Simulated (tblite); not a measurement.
# H8O4Si4: the cost of one run

Computed with tblite 0.8.0 and PySCF 2.14.0; each step states its level. No surroundings beyond the atoms listed, unless a continuum is named. Atoms count from 0, parts from 1.

## 1. Starting point

16 atoms, charge 0, multiplicity 1; geometry: distance geometry start.

## 2. Relaxing the cluster with GFN2-xTB

The job: settings as JSON, then the geometry in Å.

```
{"job": {"kind": "relax", "xc": "GFN2-xTB", "basis": "xTB"}, "charge": 0, "multiplicity": 1}
O      2.431542     1.066602     1.395324
Si     1.303857     0.578136     2.688386
O      0.212585    -0.676588     2.062884
Si    -1.156536    -0.343674     1.023834
O     -1.526161     1.379800     1.007255
Si    -0.448617     2.626026     0.360026
O      0.719254     1.897083    -0.761340
Si     2.096110     0.898238    -0.328746
H      2.092628     0.030273     3.780572
H      0.588988     1.715351     3.156736
H     -0.855764    -0.785494    -0.302530
H     -2.318077    -1.059110     1.495831
H      0.271964     3.242000     1.418287
H     -1.199796     3.612852    -0.290017
H      3.207080     1.326682    -1.086382
H      1.803765    -0.465481    -0.622766
```

Level: GFN2-xTB geometry optimisation, gas phase.

Command:

```sh
$ OMP_NUM_THREADS=1 python cluster_run.py task.json out
```

One launch serves the whole session: the jobs run in the order shown.

Q: Estimate the wall time of this first job on 1 thread of Arm Neoverse V1, shared host.

About 2.6 s.
